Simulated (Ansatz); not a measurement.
# C₂H₇BS₂: up Jacob's ladder to CCSD(T)

An exercise on one series of results from a longer session: the logs are not shown, and one member is left open.

The runs use Ansatz 0.2.0, Gaussian basis; functionals in def2-TZVPP, the program's frozen cores in correlated methods.

The runs, in order: LDA (SPW92), PBE-D4, revPBE-D4, BLYP-D4, r2SCAN-D4, B97M-V, PBE0-D4, B3LYP-D4, r2SCANh-D4, r2SCAN0-D4, HSE06-D4, BHLYP-D4, CAM-B3LYP-D4, LC-ωPBE, ωB97X-V, ωB97M-V, B2PLYP, PBE-QIDH; CCSD(T)/def2-SVP; CCSD(T)/def2-TZVPP; MP2/def2-QZVPP; extrapolation to the limit; RPA on PBE.

### The relaxed structure

The geometry comes from an earlier relaxation with PBE0-D4 in a triple-zeta def2 set; it is a stationary point, not always the lowest conformer.

12 atoms, charge 0, spin multiplicity 1.

Atoms are counted from 1 here; the program's logs count them from 0.

Bond lengths: C1–C2 1.524 Å, C1–H6 1.092 Å, C1–H7 1.092 Å, C1–H8 1.093 Å, C2–B3 1.573 Å, C2–H9 1.096 Å, C2–H10 1.100 Å, B3–S4 1.801 Å, B3–S5 1.799 Å, S4–H11 1.343 Å, S5–H12 1.342 Å. Angles: C2–C1–H6 111.3°, C2–C1–H7 111.3°, C2–C1–H8 111.5°, H6–C1–H7 107.7°, H6–C1–H8 107.3°, H7–C1–H8 107.4°, C1–C2–B3 116.8°, C1–C2–H9 110.2°, C1–C2–H10 109.5°, B3–C2–H9 109.3°, B3–C2–H10 105.7°, H9–C2–H10 104.6°, C2–B3–S4 116.7°, C2–B3–S5 118.4°, S4–B3–S5 124.9°, B3–S4–H11 99.6°, B3–S5–H12 99.1°.

The first run:

File in.yaml:

```yaml
crystal:
  periodic: [false, false, false]
  atoms:
    - {symbol: C, position_ang: [0.353206, 1.722546, 0.139165]}
    - {symbol: C, position_ang: [0.841297, 0.284631, 0.273287]}
    - {symbol: B, position_ang: [-0.199886, -0.849325, -0.048521]}
    - {symbol: S, position_ang: [0.153937, -2.485736, 0.615008]}
    - {symbol: S, position_ang: [-1.626520, -0.436895, -1.064145]}
    - {symbol: H, position_ang: [-0.468105, 1.929579, 0.829092]}
    - {symbol: H, position_ang: [1.153163, 2.435186, 0.351581]}
    - {symbol: H, position_ang: [-0.009519, 1.930129, -0.870923]}
    - {symbol: H, position_ang: [1.260398, 0.118123, 1.272148]}
    - {symbol: H, position_ang: [1.684943, 0.118016, -0.411866]}
    - {symbol: H, position_ang: [-0.870671, -3.170667, 0.082628]}
    - {symbol: H, position_ang: [-2.195243, -1.650886, -1.133353]}
basis:
  gaussian: {orbitals: def2-TZVPP}
hamiltonian: {xc: lda}
output: {orbitals: {seedname: orbitals}}
```

The run is started by

```sh
ansatz run in.yaml --threads 4 --pin off --events-out ev --progress --plain --max-ram 10444MiB
```

Steps of the session up to this table: LDA; PBE-D4 (GGA); revPBE-D4 (GGA); BLYP-D4 (GGA); r2SCAN-D4 (meta-GGA); B97M-V (meta-GGA); B3LYP-D4 (hybrid); r2SCANh-D4 (hybrid); r2SCAN0-D4 (hybrid); HSE06-D4 (hybrid); BHLYP-D4 (hybrid); CAM-B3LYP-D4 (range-separated); LC-ωPBE (range-separated); ωB97X-V (range-separated); ωB97M-V (range-separated); B2PLYP (double hybrid); PBE-QIDH (double hybrid).

One table of the session follows, with a row left open; its other results are not shown here.

It belongs to the step «Frontier levels by functional». 

```
  functional  HOMO (eV)  gap (eV)
 LDA (SPW92)      -6.39      4.73
      PBE-D4      -6.27      4.82
   revPBE-D4      -6.22      4.86
     BLYP-D4      -6.09      4.83
   r2SCAN-D4      -6.54      5.38
      B97M-V          ?         ?
     PBE0-D4      -7.43      6.90
    B3LYP-D4      -7.19      6.49
  r2SCANh-D4      -6.97      6.12
  r2SCAN0-D4      -7.62      7.25
    HSE06-D4      -7.04      6.12
    BHLYP-D4      -8.45      9.01
CAM-B3LYP-D4      -8.71      9.33
     LC-ωPBE     -10.11     11.79
     ωB97X-V      -9.75     11.38
     ωB97M-V      -9.56     11.03
```

Estimate the missing values for B97M-V.

The run gave: HOMO (eV): -6.62; gap (eV): 5.56. In the column «HOMO (eV)» it lies between r2SCANh-D4 (-6.97) and r2SCAN-D4 (-6.54).
